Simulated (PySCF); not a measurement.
# C₂H₇NP₂Si: NMR shifts at several levels of theory, part 1 of 2

Aim: compute the NMR shifts of C₂H₇NP₂Si (`C#C[Si](N)(P)P`) at several levels, and see how far they spread and what each costs.

Computed with PySCF 2.14.0, with density-fitted response routines of our own, on a single molecule in the gas phase. Atoms count from 0, in the outputs and in this text.

## Step 1: Starting geometry

13 atoms, charge 0, multiplicity 1; geometry from: PBE0-D3(BJ)/def2-SVP.

Bonds of the start (Å): C0–C1 1.22, C1–Si2 1.84, Si2–N3 1.73, Si2–P4 2.26, Si2–P5 2.26, C0–H6 1.08, N3–H7 1.01, N3–H8 1.01, P4–H9 1.43, P4–H10 1.43, P5–H11 1.43, P5–H12 1.43.

## Step 2: Nuclear shieldings: HF/pcSseg-1

The job: settings as JSON, then the geometry in Å.

```
{"job": {"kind": "nmr", "xc": "HF", "basis": "pcSseg-1", "pop": false}, "charge": 0, "multiplicity": 1}
C     -0.218084     2.176346     1.404761
C     -0.143681     1.172607     0.716911
Si    -0.030476    -0.349249    -0.318022
N     -1.155632    -0.398264    -1.627543
P      2.045968    -0.537464    -1.195945
P     -0.409967    -2.180995     0.953067
H     -0.278582     3.061116     2.013565
H     -2.146974    -0.450129    -1.416068
H     -0.998394     0.195489    -2.435067
H      2.662152    -0.209289     0.051793
H      2.064570     0.822021    -1.642751
H     -1.673085    -1.684493     1.408431
H      0.287526    -1.636374     2.075907
```

With the program's defaults for keys left out, this is: GIAO HF/pcSseg-1 NMR shielding, non-relativistic, gas phase.

Command:

```console
> OMP_NUM_THREADS=1 python probes_run.py task.json out
```

This one command runs all jobs of the session in turn.

The log of the run:

```text
final grid: 106792 points
cycle   1  E = -1104.4903108079  dE =  5.036e-01  |g| = 4.309e-01  |ddm| = 3.278e+00
cycle   2  E = -1104.5610133071  dE = -7.070e-02  |g| = 1.383e-01  |ddm| = 7.109e-01
cycle   3  E = -1104.5679270919  dE = -6.914e-03  |g| = 5.541e-02  |ddm| = 2.789e-01
cycle   4  E = -1104.5691062022  dE = -1.179e-03  |g| = 1.315e-02  |ddm| = 1.059e-01
cycle   5  E = -1104.5691784349  dE = -7.223e-05  |g| = 3.529e-03  |ddm| = 2.414e-02
cycle   6  E = -1104.5691863023  dE = -7.867e-06  |g| = 1.010e-03  |ddm| = 9.635e-03
cycle   7  E = -1104.5691870794  dE = -7.771e-07  |g| = 3.143e-04  |ddm| = 3.271e-03
cycle   8  E = -1104.5691871446  dE = -6.525e-08  |g| = 1.449e-04  |ddm| = 1.026e-03
cycle   9  E = -1104.5691871532  dE = -8.639e-09  |g| = 5.030e-05  |ddm| = 2.029e-04
cycle  10  E = -1104.5691871565  dE = -3.243e-09  |g| = 2.576e-05  |ddm| = 1.283e-04
cycle  11  E = -1104.5691871578  dE = -1.269e-09  |g| = 1.110e-05  |ddm| = 7.947e-05
cycle  12  E = -1104.5691871580  dE = -2.321e-10  |g| = 4.530e-06  |ddm| = 3.452e-05
converged SCF energy = -1104.5691871580

GIAO shielding tensors (ppm)
atom      isotropic    diamagn.    paramagn.     s11        s22        s33       span
  0 C       79.569     265.757    -186.188      9.067     10.977    218.663    209.596
  1 C      101.758     266.523    -164.765     -5.370     -2.503    313.146    318.516
  2 Si     408.436     876.079    -467.643    379.929    412.054    433.324     53.396
  3 N      250.519     319.574     -69.055    231.603    258.199    261.754     30.151
  4 P      592.849     965.302    -372.453    556.818    591.770    629.959     73.141
  5 P      592.428     965.334    -372.906    548.554    592.028    636.701     88.148
  6 H       28.480      32.127      -3.647     23.835     23.932     37.673     13.838
  7 H       31.076      30.820       0.256     23.207     27.366     42.655     19.448
  8 H       30.977      30.729       0.247     23.060     27.323     42.547     19.487
  9 H       30.190      30.352      -0.162     25.659     27.925     36.985     11.327
 10 H       29.836      30.279      -0.443     25.290     27.232     36.985     11.695
 11 H       29.860      30.311      -0.451     25.416     27.353     36.812     11.396
 12 H       30.178      30.419      -0.241     25.531     27.826     37.178     11.647
```

Run time: 8.8 s. Hardware: 1 thread of Arm Neoverse V2, shared host; peak memory 0.85 GiB.

The references, computed at this level on geometries of the same kind, shield at (ppm): 1H TMS 31.69, 13C TMS 190.8, 29Si TMS 393.4, 15N NH3 265.7, 31P H3PO4 356.2. Their shielding less the atom's gives the shift. The references are single molecules in the gas phase, so shifts against H2O, NH3, PH3, H3PO4 or CFCl3 are not on the usual liquid scales and can be off by tens of ppm. Atoms listed in one row are averaged.

```
            atoms                            environment  σ (ppm)  δ (ppm)
               C0                 terminal alkyne carbon     79.6    111.3
               C1                          alkyne carbon    101.8     89.1
               H6   hydrogen on a terminal alkyne carbon    28.48     3.21
H9, H10, H11, H12  hydrogen on a phosphorus bonded to Si    30.02     1.67
           H7, H8    hydrogen on a nitrogen bonded to Si    31.03     0.66
              Si2            silicon bonded to C, N, 2 P    408.4    -15.0
               N3             nitrogen bonded to Si, 2 H    250.5     15.2
           P4, P5           phosphorus bonded to Si, 2 H    592.6   -236.4
```

## Step 3: NMR shieldings: LDA/pcSseg-1

The job, as its differences from that of step 2:

```diff
@@ -1,2 +1,2 @@
-{"job": {"kind": "nmr", "xc": "HF", "basis": "pcSseg-1", "pop": false}, "charge": 0, "multiplicity": 1}
+{"job": {"kind": "nmr", "xc": "LDA", "basis": "pcSseg-1", "pop": false}, "charge": 0, "multiplicity": 1}
 C     -0.218084     2.176346     1.404761
```

With the program's defaults for keys left out, this is: GIAO LDA/pcSseg-1 NMR shielding, non-relativistic, gas phase.

The log of the run:

```text
coarse grid: 12448 points
cycle   1  E = -1102.3230001876  dE =  3.587e-01  |g| = 6.560e-01  |ddm| = 3.438e+00
cycle   2  E = -1102.1223552298  dE =  2.006e-01  |g| = 1.115e+00  |ddm| = 1.888e+00
cycle   3  E = -1102.4040382519  dE = -2.817e-01  |g| = 2.851e-01  |ddm| = 1.360e+00
cycle   4  E = -1102.4224780461  dE = -1.844e-02  |g| = 1.227e-01  |ddm| = 3.085e-01
cycle   5  E = -1102.4255500484  dE = -3.072e-03  |g| = 5.682e-02  |ddm| = 1.275e-01
cycle   6  E = -1102.4263461862  dE = -7.961e-04  |g| = 5.649e-03  |ddm| = 5.218e-02
cycle   7  E = -1102.4263522385  dE = -6.052e-06  |g| = 3.492e-03  |ddm| = 1.241e-02
cycle   8  E = -1102.4263556485  dE = -3.410e-06  |g| = 5.720e-04  |ddm| = 5.708e-03
final grid: 106792 points
cycle   9  E = -1102.4530922469  dE = -1.821e-05  |g| = 2.871e-03  |ddm| = 2.214e-02
cycle  10  E = -1102.4530878721  dE =  4.375e-06  |g| = 5.301e-03  |ddm| = 7.408e-03
cycle  11  E = -1102.4530939482  dE = -6.076e-06  |g| = 7.663e-04  |ddm| = 5.318e-03
cycle  12  E = -1102.4530940204  dE = -7.222e-08  |g| = 6.022e-04  |ddm| = 1.203e-03
cycle  13  E = -1102.4530941116  dE = -9.125e-08  |g| = 1.399e-04  |ddm| = 4.905e-04
cycle  14  E = -1102.4530941173  dE = -5.699e-09  |g| = 1.878e-05  |ddm| = 1.987e-04
cycle  15  E = -1102.4530941174  dE = -9.209e-11  |g| = 7.460e-06  |ddm| = 3.556e-05
converged SCF energy = -1102.4530941174

GIAO shielding tensors (ppm)
atom      isotropic    diamagn.    paramagn.     s11        s22        s33       span
  0 C       72.785     262.365    -189.580      8.433      9.639    200.282    191.849
  1 C       78.299     263.789    -185.490    -29.646    -25.069    289.612    319.258
  2 Si     332.681     881.884    -549.203    293.315    337.135    367.592     74.278
  3 N      234.045     316.580     -82.535    213.032    240.684    248.419     35.388
  4 P      545.085     966.994    -421.909    497.446    563.044    574.764     77.318
  5 P      544.658     967.032    -422.374    485.742    572.070    576.162     90.420
  6 H       28.049      32.404      -4.355     24.068     24.220     35.858     11.789
  7 H       30.271      30.070       0.201     23.010     26.885     40.916     17.906
  8 H       30.145      29.993       0.152     22.848     26.818     40.768     17.919
  9 H       28.997      28.742       0.255     24.589     26.879     35.524     10.935
 10 H       28.619      28.690      -0.071     24.297     26.138     35.421     11.124
 11 H       28.650      28.745      -0.095     24.466     26.284     35.200     10.734
 12 H       29.009      28.816       0.192     24.486     26.760     35.780     11.293
```

Wall time 16 s (1 thread of Arm Neoverse V2, shared host); peak memory 0.82 GiB.

This run: δ C0 107.9, C1 102.4, Si2 -14.3, N3 37.9, H6 2.78, H9 2.01 ppm (means over like atoms).

## Step 4: Nuclear shieldings: PBE/pcSseg-1

The job, as its differences from that of step 3:

```diff
@@ -1,2 +1,2 @@
-{"job": {"kind": "nmr", "xc": "LDA", "basis": "pcSseg-1", "pop": false}, "charge": 0, "multiplicity": 1}
+{"job": {"kind": "nmr", "xc": "PBE", "basis": "pcSseg-1", "pop": false}, "charge": 0, "multiplicity": 1}
 C     -0.218084     2.176346     1.404761
```

Level: GIAO PBE/pcSseg-1 NMR shielding, non-relativistic, gas phase.

The log of the run:

```text
coarse grid: 12448 points
cycle   1  E = -1106.5221145245  dE =  3.736e-01  |g| = 6.487e-01  |ddm| = 3.439e+00
cycle   2  E = -1106.3367017173  dE =  1.854e-01  |g| = 1.082e+00  |ddm| = 1.847e+00
cycle   3  E = -1106.6046650170  dE = -2.680e-01  |g| = 2.598e-01  |ddm| = 1.329e+00
cycle   4  E = -1106.6201066607  dE = -1.544e-02  |g| = 1.117e-01  |ddm| = 2.819e-01
cycle   5  E = -1106.6226949732  dE = -2.588e-03  |g| = 5.160e-02  |ddm| = 1.182e-01
cycle   6  E = -1106.6233554608  dE = -6.605e-04  |g| = 5.773e-03  |ddm| = 4.770e-02
cycle   7  E = -1106.6233631423  dE = -7.682e-06  |g| = 3.179e-03  |ddm| = 1.276e-02
cycle   8  E = -1106.6233659340  dE = -2.792e-06  |g| = 5.532e-04  |ddm| = 5.315e-03
final grid: 106792 points
cycle   9  E = -1106.6681660506  dE = -2.087e-05  |g| = 1.005e-02  |ddm| = 3.880e-02
cycle  10  E = -1106.6681139001  dE =  5.215e-05  |g| = 1.794e-02  |ddm| = 2.822e-02
cycle  11  E = -1106.6681885674  dE = -7.467e-05  |g| = 1.723e-03  |ddm| = 1.958e-02
cycle  12  E = -1106.6681892878  dE = -7.205e-07  |g| = 5.974e-04  |ddm| = 2.652e-03
cycle  13  E = -1106.6681893499  dE = -6.202e-08  |g| = 4.249e-04  |ddm| = 8.424e-04
cycle  14  E = -1106.6681893962  dE = -4.633e-08  |g| = 6.523e-05  |ddm| = 3.338e-04
cycle  15  E = -1106.6681893975  dE = -1.271e-09  |g| = 2.111e-05  |ddm| = 1.301e-04
cycle  16  E = -1106.6681893976  dE = -1.294e-10  |g| = 2.679e-06  |ddm| = 3.185e-05
converged SCF energy = -1106.6681893976

GIAO shielding tensors (ppm)
atom      isotropic    diamagn.    paramagn.     s11        s22        s33       span
  0 C       79.098     260.520    -181.422     14.754     16.480    206.060    191.306
  1 C       85.140     264.232    -179.092    -18.899    -15.075    289.395    308.294
  2 Si     350.859     881.655    -530.795    312.978    356.083    383.517     70.539
  3 N      233.572     316.010     -82.438    211.969    241.672    247.075     35.106
  4 P      548.169     966.756    -418.586    504.826    566.506    573.175     68.349
  5 P      547.992     966.794    -418.802    494.680    567.850    581.446     86.767
  6 H       28.399      33.350      -4.951     24.297     24.458     36.442     12.145
  7 H       30.736      30.467       0.269     23.558     27.517     41.133     17.575
  8 H       30.618      30.387       0.231     23.398     27.462     40.993     17.595
  9 H       29.500      29.323       0.177     25.195     27.444     35.860     10.665
 10 H       29.147      29.282      -0.134     24.940     26.719     35.784     10.844
 11 H       29.180      29.334      -0.154     25.095     26.873     35.571     10.476
 12 H       29.506      29.400       0.106     25.089     27.320     36.109     11.020
```

It took 21 s on 1 thread of Arm Neoverse V2, shared host; peak memory 0.81 GiB.

This run: δ C0 100.9, C1 94.9, Si2 -16.3, N3 31.5, H6 2.80, H9 1.86 ppm (means over like atoms).

## Step 5: Nuclear shieldings: BLYP/pcSseg-1

The job, as its differences from that of step 4:

```diff
@@ -1,2 +1,2 @@
-{"job": {"kind": "nmr", "xc": "PBE", "basis": "pcSseg-1", "pop": false}, "charge": 0, "multiplicity": 1}
+{"job": {"kind": "nmr", "xc": "BLYP", "basis": "pcSseg-1", "pop": false}, "charge": 0, "multiplicity": 1}
 C     -0.218084     2.176346     1.404761
```

Method: GIAO BLYP/pcSseg-1 NMR shielding, non-relativistic, gas phase.

The log of the run:

```text
coarse grid: 12448 points
cycle   1  E = -1107.0902989513  dE =  3.782e-01  |g| = 6.904e-01  |ddm| = 3.436e+00
cycle   2  E = -1106.8666547662  dE =  2.236e-01  |g| = 1.176e+00  |ddm| = 2.012e+00
cycle   3  E = -1107.1856115894  dE = -3.190e-01  |g| = 2.555e-01  |ddm| = 1.462e+00
cycle   4  E = -1107.2003873943  dE = -1.478e-02  |g| = 1.134e-01  |ddm| = 2.904e-01
cycle   5  E = -1107.2028024864  dE = -2.415e-03  |g| = 6.133e-02  |ddm| = 1.241e-01
cycle   6  E = -1107.2037416021  dE = -9.391e-04  |g| = 6.626e-03  |ddm| = 5.288e-02
cycle   7  E = -1107.2037522590  dE = -1.066e-05  |g| = 3.359e-03  |ddm| = 1.409e-02
cycle   8  E = -1107.2037552892  dE = -3.030e-06  |g| = 5.796e-04  |ddm| = 5.537e-03
final grid: 106792 points
cycle   9  E = -1107.2485383915  dE = -1.827e-05  |g| = 6.504e-03  |ddm| = 2.672e-02
cycle  10  E = -1107.2485205445  dE =  1.785e-05  |g| = 1.112e-02  |ddm| = 1.582e-02
cycle  11  E = -1107.2485468532  dE = -2.631e-05  |g| = 1.590e-03  |ddm| = 1.086e-02
cycle  12  E = -1107.2485474661  dE = -6.130e-07  |g| = 3.094e-04  |ddm| = 2.134e-03
cycle  13  E = -1107.2485474800  dE = -1.382e-08  |g| = 2.385e-04  |ddm| = 4.585e-04
cycle  14  E = -1107.2485474947  dE = -1.469e-08  |g| = 3.678e-05  |ddm| = 1.825e-04
cycle  15  E = -1107.2485474950  dE = -3.361e-10  |g| = 1.210e-05  |ddm| = 6.746e-05
converged SCF energy = -1107.2485474950

GIAO shielding tensors (ppm)
atom      isotropic    diamagn.    paramagn.     s11        s22        s33       span
  0 C       77.271     260.115    -182.843     11.738     13.254    206.822    195.085
  1 C       81.298     263.116    -181.818    -24.884    -20.817    289.595    314.478
  2 Si     338.385     881.526    -543.142    298.693    346.085    370.375     71.682
  3 N      230.358     315.646     -85.288    206.924    238.696    245.453     38.529
  4 P      525.463     966.773    -441.310    482.191    543.163    551.037     68.847
  5 P      525.241     966.815    -441.574    472.089    546.428    557.206     85.117
  6 H       28.659      33.641      -4.981     24.587     24.749     36.642     12.055
  7 H       30.936      30.714       0.223     23.904     27.871     41.034     17.131
  8 H       30.820      30.629       0.191     23.741     27.821     40.899     17.158
  9 H       29.779      29.873      -0.094     25.641     27.854     35.841     10.200
 10 H       29.448      29.789      -0.341     25.425     27.154     35.765     10.339
 11 H       29.484      29.843      -0.359     25.573     27.320     35.558      9.985
 12 H       29.780      29.950      -0.170     25.537     27.722     36.080     10.543
```

Wall time 20 s (1 thread of Arm Neoverse V2, shared host); peak memory 0.81 GiB.

In short: δ C0 98.0, C1 94.0, Si2 -14.9, N3 32.2, H6 2.70, H9 1.74 ppm (means over like atoms).

## Step 6: Shielding tensors: BP86/pcSseg-1

The job, as its differences from that of step 5:

```diff
@@ -1,2 +1,2 @@
-{"job": {"kind": "nmr", "xc": "BLYP", "basis": "pcSseg-1", "pop": false}, "charge": 0, "multiplicity": 1}
+{"job": {"kind": "nmr", "xc": "BP86", "basis": "pcSseg-1", "pop": false}, "charge": 0, "multiplicity": 1}
 C     -0.218084     2.176346     1.404761
```

Level: GIAO BP86/pcSseg-1 NMR shielding, non-relativistic, gas phase.

The log of the run:

```text
coarse grid: 12448 points
cycle   1  E = -1107.2641370018  dE =  3.727e-01  |g| = 6.415e-01  |ddm| = 3.428e+00
cycle   2  E = -1107.0865616604  dE =  1.776e-01  |g| = 1.066e+00  |ddm| = 1.759e+00
cycle   3  E = -1107.3456227361  dE = -2.591e-01  |g| = 2.524e-01  |ddm| = 1.250e+00
cycle   4  E = -1107.3603233582  dE = -1.470e-02  |g| = 1.077e-01  |ddm| = 2.748e-01
cycle   5  E = -1107.3627553887  dE = -2.432e-03  |g| = 4.937e-02  |ddm| = 1.138e-01
cycle   6  E = -1107.3633613130  dE = -6.059e-04  |g| = 5.657e-03  |ddm| = 4.570e-02
cycle   7  E = -1107.3633687416  dE = -7.429e-06  |g| = 2.978e-03  |ddm| = 1.201e-02
final grid: 106792 points
cycle   8  E = -1107.4094723712  dE = -1.834e-05  |g| = 6.370e-03  |ddm| = 3.800e-02
cycle   9  E = -1107.4094469451  dE =  2.543e-05  |g| = 1.114e-02  |ddm| = 2.404e-02
cycle  10  E = -1107.4094814123  dE = -3.447e-05  |g| = 3.623e-03  |ddm| = 1.494e-02
cycle  11  E = -1107.4094847663  dE = -3.354e-06  |g| = 6.298e-04  |ddm| = 2.897e-03
cycle  12  E = -1107.4094848576  dE = -9.130e-08  |g| = 2.281e-04  |ddm| = 9.886e-04
cycle  13  E = -1107.4094848723  dE = -1.474e-08  |g| = 4.523e-05  |ddm| = 3.322e-04
cycle  14  E = -1107.4094848728  dE = -5.077e-10  |g| = 1.431e-05  |ddm| = 7.513e-05
converged SCF energy = -1107.4094848728

GIAO shielding tensors (ppm)
atom      isotropic    diamagn.    paramagn.     s11        s22        s33       span
  0 C       78.880     261.531    -182.651     14.349     16.020    206.271    191.922
  1 C       85.187     263.461    -178.275    -18.825    -15.039    289.424    308.249
  2 Si     349.730     881.851    -532.121    311.298    355.610    382.282     70.984
  3 N      232.748     316.660     -83.911    211.766    240.130    246.349     34.582
  4 P      544.632     966.885    -422.253    501.357    562.943    569.596     68.239
  5 P      544.485     966.925    -422.439    491.246    564.467    577.743     86.497
  6 H       28.436      33.244      -4.807     24.333     24.489     36.487     12.154
  7 H       30.785      30.560       0.225     23.636     27.604     41.115     17.479
  8 H       30.671      30.474       0.196     23.482     27.552     40.978     17.495
  9 H       29.558      29.470       0.088     25.273     27.521     35.881     10.608
 10 H       29.206      29.415      -0.209     25.010     26.804     35.805     10.795
 11 H       29.239      29.468      -0.229     25.166     26.956     35.595     10.430
 12 H       29.563      29.546       0.017     25.163     27.397     36.127     10.965
```

Wall time 19 s (1 thread of Arm Neoverse V2, shared host); peak memory 0.81 GiB.

This run: δ C0 100.9, C1 94.6, Si2 -15.8, N3 30.4, H6 2.83, H9 1.87 ppm (means over like atoms).

## Step 7: Nuclear shieldings: OPBE/pcSseg-1

The job, as its differences from that of step 6:

```diff
@@ -1,2 +1,2 @@
-{"job": {"kind": "nmr", "xc": "BP86", "basis": "pcSseg-1", "pop": false}, "charge": 0, "multiplicity": 1}
+{"job": {"kind": "nmr", "xc": "OPBE", "basis": "pcSseg-1", "pop": false}, "charge": 0, "multiplicity": 1}
 C     -0.218084     2.176346     1.404761
```

Level: GIAO OPBE/pcSseg-1 NMR shielding, non-relativistic, gas phase.

The log of the run:

```text
coarse grid: 12448 points
cycle   1  E = -1107.0135298917  dE =  3.539e-01  |g| = 5.932e-01  |ddm| = 3.487e+00
cycle   2  E = -1106.8826069442  dE =  1.309e-01  |g| = 9.409e-01  |ddm| = 1.639e+00
cycle   3  E = -1107.0845857396  dE = -2.020e-01  |g| = 2.530e-01  |ddm| = 1.134e+00
cycle   4  E = -1107.0999483890  dE = -1.536e-02  |g| = 9.918e-02  |ddm| = 2.551e-01
cycle   5  E = -1107.1021809752  dE = -2.233e-03  |g| = 3.828e-02  |ddm| = 1.059e-01
cycle   6  E = -1107.1025469018  dE = -3.659e-04  |g| = 5.019e-03  |ddm| = 3.903e-02
cycle   7  E = -1107.1025536032  dE = -6.701e-06  |g| = 2.297e-03  |ddm| = 1.084e-02
final grid: 106792 points
cycle   8  E = -1107.1296892425  dE = -1.529e-04  |g| = 1.500e-02  |ddm| = 8.077e-02
cycle   9  E = -1107.1296008768  dE =  8.837e-05  |g| = 2.141e-02  |ddm| = 5.876e-02
cycle  10  E = -1107.1297538427  dE = -1.530e-04  |g| = 3.147e-03  |ddm| = 3.812e-02
cycle  11  E = -1107.1297534703  dE =  3.724e-07  |g| = 3.431e-03  |ddm| = 4.808e-03
cycle  12  E = -1107.1297564910  dE = -3.021e-06  |g| = 5.546e-04  |ddm| = 2.719e-03
cycle  13  E = -1107.1297565851  dE = -9.413e-08  |g| = 1.058e-04  |ddm| = 8.796e-04
cycle  14  E = -1107.1297565883  dE = -3.197e-09  |g| = 3.451e-05  |ddm| = 1.996e-04
cycle  15  E = -1107.1297565886  dE = -2.924e-10  |g| = 1.174e-05  |ddm| = 4.912e-05
converged SCF energy = -1107.1297565886

GIAO shielding tensors (ppm)
atom      isotropic    diamagn.    paramagn.     s11        s22        s33       span
  0 C       87.791     259.202    -171.410     24.084     26.371    212.919    188.835
  1 C       95.666     266.405    -170.739     -2.556      0.513    289.040    291.596
  2 Si     378.211     881.772    -503.561    343.630    382.436    408.566     64.936
  3 N      238.416     316.355     -77.939    218.042    247.028    250.177     32.136
  4 P      571.688     967.062    -395.374    530.976    584.587    599.502     68.526
  5 P      571.639     967.095    -395.455    522.298    584.436    608.184     85.886
  6 H       28.353      33.744      -5.391     24.061     24.232     36.766     12.705
  7 H       30.758      30.353       0.405     23.410     27.433     41.430     18.020
  8 H       30.648      30.275       0.373     23.260     27.390     41.293     18.033
  9 H       29.487      29.087       0.400     25.054     27.353     36.053     10.999
 10 H       29.147      29.117       0.030     24.806     26.628     36.007     11.201
 11 H       29.176      29.164       0.012     24.950     26.775     35.803     10.852
 12 H       29.492      29.164       0.328     24.948     27.231     36.296     11.348
```

It took 20 s on 1 thread of Arm Neoverse V2, shared host; peak memory 0.81 GiB.

This run: δ C0 97.3, C1 89.5, Si2 -17.9, N3 25.7, H6 2.88, H9 1.90 ppm (means over like atoms).

(Continued in part 2 of 2.)
